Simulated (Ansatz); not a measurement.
Pb, space group Fd-3m, a single point

With the Ansatz DFT code, driven from Python.

The script reads `pb.extxyz`:
```text
2
Lattice="0.0 3.43900006 3.43900006 3.43900006 0.0 3.43900006 3.43900006 3.43900006 0.0" Properties=species:S:1:pos:R:3 pbc="T T T"
Pb    3.43900006    3.43900006    3.43900006
Pb    5.15850008    5.15850008    5.15850008
```

Typed at the interpreter:
```pycon
>>> from collections import Counter
>>> from pathlib import Path
>>> import json
>>> import warnings
>>> import ansatz as az
>>> SMEARING = "fermi_dirac"
>>> WIDTH_EV = 0.1
>>> KGRID = (5, 5, 5)
>>> DISPERSION = "D4"
>>> warnings.simplefilter("ignore", az.DeckWarning)
>>> xtal = az.Crystal.from_extxyz("pb.extxyz")
>>> xtal.resolved().sites[-1]
Site(symbol='Pb', position=(0.7499999985460889, 0.7499999985460889, 0.7499999985460889), moment=None, axis=None, held=None, saved=None)
>>> # settings of the run
>>> calculation = xtal.calculation()
>>> calculation = calculation.occupations(SMEARING, width=WIDTH_EV).kpoints(*KGRID)
>>> calculation = calculation.basis(45 * az.Ry)
>>> calculation = calculation.functional(az.Functional.R2SCAN, dispersion=DISPERSION).compute(populations=True)
>>> done = calculation.run(events_out="events.ndjson")

>>> rep = done.report
>>> rep["published_state_doubts"]
[]
>>> done.lattice.cell_ang
array([[0.        , 3.43900006, 3.43900006],
       [3.43900006, 0.        , 3.43900006],
       [3.43900006, 3.43900006, 0.        ]])
>>> rep["mixing_algorithm"], rep["preconditioner"], rep["eigensolver"]
('MSR1', 'Kerker', 'band_cg')
>>> with open("events.ndjson") as stream:
...     kinds = Counter(json.loads(line)["event"] for line in stream)
...
>>> print("events:", {kind: kinds[kind] for kind in ("scf_iter", "scf_done", "notice", "finished")})
events: {'scf_iter': 7, 'scf_done': 1, 'notice': 2, 'finished': 1}
>>> n_atoms = len(rep["lattice"]["sites"])
>>> print("F =", round(rep["free_energy_ev"], 4), "eV for", n_atoms, "atoms")
F = -23841.5243 eV for 2 atoms
>>> print("E(sigma -> 0) =", round(rep["energy_sigma0_ev"], 4), "eV, TS =", round(rep["entropy_ts_ev"], 5), "eV")
E(sigma -> 0) = -23841.5083 eV, TS = 0.03199 eV
>>> print("closed by", rep["closed_by"], "after", rep["n_iterations"], "iterations")
closed by deck_thresholds after 7 iterations
>>> lines = ["| quantity | value |", "|---|---|"]
>>> lines.append(f"| free energy per atom | {rep['free_energy_ev'] / len(done.lattice.sites):.4f} eV |")
>>> lines.append(f"| Fermi level | {rep['fermi_energy_ev']:.3f} eV |")
>>> lines.append(f"| volume per atom | {rep['setup']['cell_volume_ang3'] / len(done.lattice.sites):.3f} A^3 |")
>>> lines.append(f"| valence electrons | {rep['n_electrons']:g} |")
>>> Path("summary.md").write_text("\n".join(lines) + "\n")
160
>>> keep = ["free_energy_ev", "energy_sigma0_ev", "fermi_energy_ev", "n_iterations", "converged", "magnetization_mub", "n_kpoints"]
>>> with open("pb.json", "w") as handle:
...     json.dump({key: rep[key] for key in keep}, handle, indent=1)
...
>>> files = Path(done.write_results("tables"))
>>> print((files / "populations.tsv").read_text())
# site	symbol	l	j	q
# orbitals = lowdin
# n_electrons = 28.000000
# spilling = 0.002426
0	Pb	0_6S	-	1.601567
0	Pb	1_6P	-	2.381682
0	Pb	2_5D	-	9.982787
1	Pb	0_6S	-	1.601567
1	Pb	1_6P	-	2.381682
1	Pb	2_5D	-	9.982787
```

It writes `pb.json`:
```json
{
 "free_energy_ev": -23841.524323424994,
 "energy_sigma0_ev": -23841.508326482654,
 "fermi_energy_ev": 6.7363792256355515,
 "n_iterations": 7,
 "converged": true,
 "magnetization_mub": 0.0,
 "n_kpoints": 10
}
```

File `summary.md` afterwards:
```text
| quantity | value |
|---|---|
| free energy per atom | -11920.7622 eV |
| Fermi level | 6.736 eV |
| volume per atom | 40.672 A^3 |
| valence electrons | 28 |
```

What to keep in mind:
- Absolute energies stand on the zero of these potentials, so only differences at equal settings mean something.
- Dispersion corrections can be off by several per cent in the lattices of metals, and by several GPa in the pressure at a fixed cell.
- The mesh is modest for a metal, so energies can be off by several to tens of meV an atom and pressures by half a GPa or more; differences at equal mesh fare better.
- Spin-orbit coupling, which matters for elements this heavy, is left out.
- This isn't the structure that Pb takes at ambient conditions.
- The whole script took 3.2 s on 1 thread of AMD EPYC 7R43 64-Core Processor (Zen 3), on a shared host, peak memory 0.57 GiB.

(Lines on the test bed's own set-up are left out of the output.)
